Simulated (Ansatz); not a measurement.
**Time against size: PBE, supercells of Si, on 8 × H100**

Program: Ansatz 0.2.0. No other job shared the machine, and each run was timed once from launch to exit. Hardware: a node with eight NVIDIA H100 80GB cards and 96 AMD EPYC 7R13 cores. Times and memory are rounded to two significant figures, and ratios are formed from the unrounded values. A row is a single run, so small differences between rows aren't established. System services beside the runs took up to 2 cores (rounded up). Precision is the program's default, which can work at lower precision in parts of a run. Card memory is the largest of readings taken every 0.4 s, so short peaks can be missed, and it isn't given for runs under about 3 s. It shows what a run took, which needn't be the least that it can run in: the program holds more work at once where threads and free memory allow.

The smallest member is a 5×5×4 supercell of Si (Fd-3m), atoms displaced at random by about 0.04 Å along each cell vector. Its input:

```yaml
crystal:
  lattice:
    - [0.000000, 13.609255, 13.609255]
    - [13.609255, 0.000000, 13.609255]
    - [10.887404, 10.887404, 0.000000]
  atoms:
    - { symbol: Si, position: [0.054859, 0.048622, 0.063526] }
    - { symbol: Si, position: [0.000305, 0.001736, -0.003643] }
    - { symbol: Si, position: [0.049138, 0.048438, 0.309708] }
    # ... 196 more atoms, left out here ...
    - { symbol: Si, position: [0.799665, 0.800332, 0.751173] }
kpoints:
  mp_grid: { grid: [1, 1, 1] }
hamiltonian:
  xc: pbe
  pseudopotentials: { azcp: { folder: soft_1 } }
scf:
  occupations: { method: fixed }
output: { forces: true }
```

The program chose a cutoff of 420 eV. The folder soft_1 holds one of the program's own sets of PAW files, generated with PBE and used with every functional where the input names it.

Command, without the flags for output files and display:

```bash
ansatz run input.yaml --backend cuda --devices 0,1,2,3,4,5,6,7
```

```
atoms  electrons  k mesh  k points  plane waves  dense FFT grid  bands at the start  SCF iterations  threads           the cards share  wall time  SCF clock  outside it  host memory (GiB)  fullest card (GiB)                                                    remarks
  200        800   1×1×1         1        78817     135×135×108                 600               9       48  the one k point, in part      7.8 s      1.1 s       6.7 s                2.8                 5.5                                              bands 600→526
  360       1440   1×1×1         1       141841     160×160×135                1080               9       48  the one k point, in part      8.8 s      1.7 s       7.1 s                3.5                  11                                             bands 1080→952
  504       2016   1×1×1         1       198541     192×160×160                1512              10       48  the one k point, in part      9.6 s      2.6 s       6.9 s                4.0                  19                                            bands 1512→1336
 1024       4096   1×1×1         1       403717     216×216×216                3072              10       48  the one k point, in part       15 s      6.8 s       7.8 s                6.3                  68  card 68 of 80 GiB; bands 3072→2723; real-space projectors
 1458       5832   1×1×1         1       574697     240×240×240                4374              11       48  the one k point, in part       24 s       15 s       9.1 s                7.7                  50     tables rebuilt; bands 4374→3880; real-space projectors
```

The SCF clock is the program's own. It runs from the start of the first SCF loop to the final result and holds forces, stress, later SCFs and response steps. Outside it lie start-up, exit and the set-up ahead of the first loop, which depends on the cell and the method.

Runs at Γ alone can use real arithmetic, which is cheaper than at other k points.

«tables rebuilt»: for want of memory the program worked from the factors of the projector tables and didn't hold the whole tables, which saves memory and can cost time. «bands a→b»: once the levels showed a gap the program dropped high empty bands and went on with b of the a at the start. «real-space projectors»: the card applied the projectors on the grid points about the atoms, another method than in rows without this remark. «card a of b GiB» or «host a of b GiB»: the run took three quarters or more of a card's memory (or the program reckoned to fill 85 % of what was free), or 60 % or more of the host memory that it had. The program fits its work to the free memory, so such a run may be limited by memory even where its log doesn't say so. Rows whose remarks tell of memory aren't like for like with rows without. Of long logs only the start and the end were kept, so a limit that memory set in between can be missed. Where the cards share one k point, they share only part of the work.

One k point is too coarse a mesh for the properties of small cells; the series shows cost alone.

Of the smallest member's 7.8 s, 6.7 s lies outside the SCF clock, so the wall time grows less with size than the clocked work: from 200 to 504 atoms the wall time changes by a factor of 1.2, and the time on the SCF clock by 2.4. The smallest member has under 2 s on the SCF clock, so these factors are rough.

Q: How long does the member with 784 atoms take (1×1×1 mesh, 1 k point, 308891 plane waves, 2352 bands)?

A: 12 s, in 10 SCF iterations, with 5.5 GiB of host memory and 41 GiB on the fullest card. Of the wall time 4.8 s is on the SCF clock and 7.5 s outside. The cards share the one k point, in part, with 48 host threads. Remarks: bands 2352→2083; real-space projectors.
